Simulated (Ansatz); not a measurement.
# BH4NO2 (SMILES NB(O)O): a rigid scan of the dihedral angle N1–B2–O4–H8

Aim: the energy along the dihedral angle N1–B2–O4–H8, from CCSD(T) and from cheaper methods, relative to the minimum. No other atom is relaxed.

Method: single points in def2-TZVPP; program: Ansatz 0.2.0, Gaussian basis.

Levels: PBE-D4, r2SCAN-D4, PBE0-D4, B3LYP-D4, wB97M-V, Hartree-Fock, MP2, CCSD, CCSD(T). The scan takes 20.8, 50.8, 80.8, 110.8, 140.8, 170.8, -159.2, -129.2, -99.2, -69.2, -39.2, -9.2°.

Cores are frozen in the correlated methods. B3LYP uses VWN-RPA correlation.

28 further runs of the same task are left out: 28 set aside as unsound or not needed.

**1. The starting structure**

The minimum, relaxed at PBE0-D4: SMILES `NB(O)O`, 8 atoms, charge 0, spin multiplicity 1.

Atoms are counted from 1 here; the program's logs count them from 0.

Bond lengths: N1–B2 1.411 Å, N1–H5 1.002 Å, N1–H6 1.004 Å, B2–O3 1.371 Å, B2–O4 1.379 Å, O3–H7 0.959 Å, O4–H8 0.957 Å. Angles: B2–N1–H5 124.8°, B2–N1–H6 120.9°, H5–N1–H6 114.3°, N1–B2–O3 118.3°, N1–B2–O4 123.9°, O3–B2–O4 117.8°, B2–O3–H7 111.3°, B2–O4–H8 114.5°.

As a file:

```mol
BH4NO2
  3D, bonds by distance, orders not assigned

  8  7  0  0  0  0  0  0  0  0999 V2000
   -0.6486    0.9470    0.0451 N   0  0
    0.2427   -0.1434   -0.0480 B   0  0
    1.5448    0.1095   -0.3950 O   0  0
   -0.1160   -1.4530    0.1903 O   0  0
   -1.6177    0.8743    0.2888 H   0  0
   -0.3383    1.8837   -0.1377 H   0  0
    2.0597   -0.6989   -0.4286 H   0  0
   -1.0346   -1.5765    0.4294 H   0  0
  1  2  8  0
  1  5  8  0
  1  6  8  0
  2  3  8  0
  2  4  8  0
  3  7  8  0
  4  8  8  0
M  END
```

Energies of the minimum (eV), from earlier single points: PBE-D4 -6325.28373, r2SCAN-D4 -6329.26416, PBE0-D4 -6325.54811, B3LYP-D4 -6332.92847, wB97M-V -6330.46565, CCSD(T) -6320.92111.

At the minimum the dihedral angle N1–B2–O4–H8 is 0.0°.

**2. N1–B2–O4–H8 = 20.8°**

Input file ccsdt-tzvpp/in.yaml:

```yaml
crystal:
  periodic: [false, false, false]
  atoms:
    - {symbol: N, position_ang: [-0.648555, 0.946973, 0.045105]}
    - {symbol: B, position_ang: [0.242658, -0.143432, -0.047959]}
    - {symbol: O, position_ang: [1.544764, 0.109468, -0.395023]}
    - {symbol: O, position_ang: [-0.115953, -1.452990, 0.190292]}
    - {symbol: H, position_ang: [-1.617692, 0.874287, 0.288798]}
    - {symbol: H, position_ang: [-0.338341, 1.883743, -0.137729]}
    - {symbol: H, position_ang: [2.059716, -0.698890, -0.428598]}
    - {symbol: H, position_ang: [-1.054563, -1.627303, 0.119890]}
basis:
  gaussian: {orbitals: def2-TZVPP}
correlation: {method: ccsd_t}
```

No record of the launch command was kept for these runs.

After this run come: N1–B2–O4–H8 = 50.8°; N1–B2–O4–H8 = 80.8°; N1–B2–O4–H8 = 110.8°; N1–B2–O4–H8 = 140.8°; N1–B2–O4–H8 = 170.8°; N1–B2–O4–H8 = -159.2°; N1–B2–O4–H8 = -129.2°; N1–B2–O4–H8 = -99.2°; N1–B2–O4–H8 = -69.2°; N1–B2–O4–H8 = -39.2°; N1–B2–O4–H8 = -9.2°.

**Question.** What will these runs give? Wanted: highest point, CCSD(T); lowest point, CCSD(T); RMS deviation from CCSD(T); largest T1 diagnostic.

As calculated:

| quantity | value |
| --- | --- |
| highest point, CCSD(T) | 277 meV at -99.2° |
| lowest point, CCSD(T) | 0 meV at 0.0° |
| RMS deviation from CCSD(T) | PBE-D4 7, r2SCAN-D4 2, PBE0-D4 5, B3LYP-D4 7, wB97M-V 6, Hartree-Fock 4, MP2 3, CCSD 1 meV |
| largest T1 diagnostic | 0.011 |

In words: Over the points sampled the torsion costs at most 277 meV, a hindered rotation that is fast at room temperature. A rigid scan overstates barriers, since nothing else may give way. The curve of CCSD lies nearest to CCSD(T), that of PBE-D4 farthest.
